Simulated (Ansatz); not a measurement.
**CrCH2+ (octet): from Hartree-Fock to the top rungs, def2-SVP**

The task here is to estimate one member of a computed series from the others.

Program: Ansatz 0.2.0, Gaussian basis. Level of theory: def2-SVP, core rule «outside noble gas», up to 10 orbitals frozen. These are calculated values, not measurements.

The runs, in order: UHF; CCSD(T) on ROHF; CCSD(T) on UHF; CISD; CCSDT(Q) on ROHF; CCSDT(Q) on UHF; CASSCF and MRCISD+Q, 11 electrons in 11 orbitals; CASSCF and NEVPT2, 11 electrons in 11 orbitals.

10 further runs of the same task are left out: 4 that didn't finish, 6 set aside as unsound or not needed.

### The system

The geometry is a PBE0/def2-TZVP stationary point (not a proven minimum) of the parent state, kept for this charge and spin.

4 atoms, charge 1, spin multiplicity 8.

Atoms are counted from 1 here; the program's logs count them from 0.

Bond lengths: Cr1–C2 1.993 Å, C2–H3 1.095 Å, C2–H4 1.095 Å. Angles: Cr1–C2–H3 125.0°, Cr1–C2–H4 125.0°, H3–C2–H4 110.0°.

Coordinates:

```
Cr    0.0000    0.0000    0.4427
C     0.0000    0.0000   -1.5507
H     0.0000    0.8969   -2.1783
H     0.0000   -0.8969   -2.1783
```

Set-up of the first run:

in.yaml

```yaml
crystal:
  periodic: [false, false, false]
  atoms:
    - {symbol: Cr, position_ang: [0.000000, 0.000000, 0.442662]}
    - {symbol: C, position_ang: [0.000000, 0.000000, -1.550744]}
    - {symbol: H, position_ang: [0.000000, 0.896854, -2.178296]}
    - {symbol: H, position_ang: [0.000000, -0.896854, -2.178296]}
basis:
  gaussian: {orbitals: def2-SVP}
total_charge: 1
magnetization: {spin_polarized: true, initial_magnetization: 7}
hamiltonian: {xc: hf}
output: {orbitals: {seedname: orbitals}}
```

Command:

```sh
$ ansatz run in.yaml --threads 1 --pin off --events-out ev --progress --plain --max-ram 2393MiB
```

Steps of the session up to this table: UHF; CCSD(T) on ROHF; CCSD(T) on UHF; CISD; CCSDT(Q) on ROHF; CCSDT(Q) on UHF; CASSCF and MRCISD+Q, 11 electrons in 11 orbitals; CASSCF and NEVPT2, 11 electrons in 11 orbitals.

One table of the session follows, with a row left open; its other results are not shown here.

```
           method  from UCCSDT(Q) (meV)
             ROHF               +4953.4
              UHF               +4850.6
             RMP2                +801.6
             UMP2                +793.4
             CISD                +329.4
            RCCSD                +121.7
            UCCSD                +116.2
         RCCSD(T)                 +23.3
         UCCSD(T)                 +18.5
           RCCSDT                  +5.5
           UCCSDT                  +0.6
        RCCSDT(Q)                  +5.3
        UCCSDT(Q)                     0
  CASSCF frontier                     ?
  NEVPT2 frontier               +1006.1
  MRCISD frontier                +242.7
MRCISD+Q frontier                 +55.0
```

**Question.** Estimate the row for CASSCF frontier.

The run gave: from UCCSDT(Q) (meV): +3919.4. In the column «from UCCSDT(Q) (meV)» it lies between NEVPT2 frontier (+1006.1) and UHF (+4850.6).

Caveats from the session: Restricted and unrestricted rows rest on different reference determinants; where their highest levels disagree by more than a few hundredths of an eV, they describe different states and don't form one ladder.
